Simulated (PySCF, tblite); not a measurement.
# C₇H₈BCl: geometry, infrared bands and NMR shifts

Aim: predict the infrared bands and NMR shifts of C₇H₈BCl (`ClB[C@H]1[C@H]2C=C[C@@H]1C=C2`).

The runs use tblite 0.8.0 and PySCF 2.14.0, with density-fitted response routines of our own; the level of theory stands in each step. All values are computed, except where a source is named. Atoms count from 0, in the outputs and in this text.

### 1 Starting geometry

17 atoms, charge 0, multiplicity 1; geometry from: force field or distance geometry start.

Bonds of the start (Å): Cl0–B1 1.88, B1–C2 1.56, C2–C3 1.53, C3–C4 1.46, C4–C5 1.34, C5–C6 1.47, C6–C7 1.51, C7–C8 1.34, C6–C2 1.53, C8–C3 1.50, B1–H9 1.19, C2–H10 1.10, C3–H11 1.06, C4–H12 1.10, C5–H13 1.09, C6–H14 1.05, C7–H15 1.10, C8–H16 1.09.

### 2 Geometry optimisation with GFN2-xTB

What the job is given:

```
{"job": {"kind": "relax", "xc": "GFN2-xTB", "basis": "xTB"}, "charge": 0, "multiplicity": 1}
Cl     3.274900    -0.526000    -1.743700
B      1.591800     0.231000    -1.392500
C      0.814600    -0.389200    -0.192100
C      0.295400     0.637600     0.816500
C     -0.733600     1.311900     0.024400
C     -1.234700     0.446200    -0.870400
C     -0.607500    -0.845900    -0.543800
C     -1.048000    -1.151400     0.869800
C     -0.418400    -0.320700     1.718500
H      1.549000     1.400900    -1.597900
H      1.360500    -1.142600     0.388700
H      1.034600     1.233700     1.285100
H     -1.038000     2.363800     0.141500
H     -1.943500     0.661200    -1.668300
H     -0.680500    -1.626500    -1.244100
H     -1.768700    -1.919900     1.190800
H     -0.454800    -0.352200     2.807600
```

Run with:

```bash
OMP_NUM_THREADS=1 python probes_run.py task.json out
```

The driver reads the jobs from task.json and runs them one after another.

**Question.** This job is followed by: GFN2-xTB harmonic vibrations, gas phase; GIAO PBE0/pcSseg-1 NMR shielding, non-relativistic, gas phase. Predict these results of the whole session: strongest single infrared mode (GFN2-xTB); zero-point energy (GFN2-xTB); ¹³C shifts against TMS (PBE0/pcSseg-1, means over atoms taken as alike); ¹H shifts against TMS (PBE0/pcSseg-1, means over atoms taken as alike); ³⁵Cl shifts against HCl (PBE0/pcSseg-1); ¹¹B shifts against BF3·OEt2 (PBE0/pcSseg-1); surface potential, 1st and 99th percentile.

The runs gave:

| quantity | value |
| --- | --- |
| strongest single infrared mode (GFN2-xTB) | 1093 cm⁻¹, 154 km/mol |
| zero-point energy (GFN2-xTB) | 81.0 kcal/mol |
| ¹³C shifts against TMS (PBE0/pcSseg-1, means over atoms taken as alike) | 156.5, 156.2, 102.0, 55.6 ppm |
| ¹H shifts against TMS (PBE0/pcSseg-1, means over atoms taken as alike) | 7.36, 7.18, 6.66, 4.00, 2.73 ppm |
| ³⁵Cl shifts against HCl (PBE0/pcSseg-1) | 321 ppm |
| ¹¹B shifts against BF3·OEt2 (PBE0/pcSseg-1) | 70.4 ppm |
| surface potential, 1st and 99th percentile | -0.69 V and 0.84 V |

What this shows: Over 134 steps the energy fell by 0.913 eV; of the close pairs, Cl0–B1 changed most, 1.879 to 1.689 Å. All 45 modes are real, so the xTB geometry is a minimum. The strongest single mode, at 1093 cm⁻¹, is carried by H9, B1, H10. Unscaled tight-binding wavenumbers are off by several per cent, some by more. Its intensities can rank the bands wrongly. At PBE0/pcSseg-1: The widest tensor belongs to Cl0: span 763 ppm, with a paramagnetic part of -519 ppm. By nearest atom (PBE0/pcSseg-1), the HOMO sits on 4 C atoms about 20 % each and the LUMO on B1 54 %; Cl0 15 %.
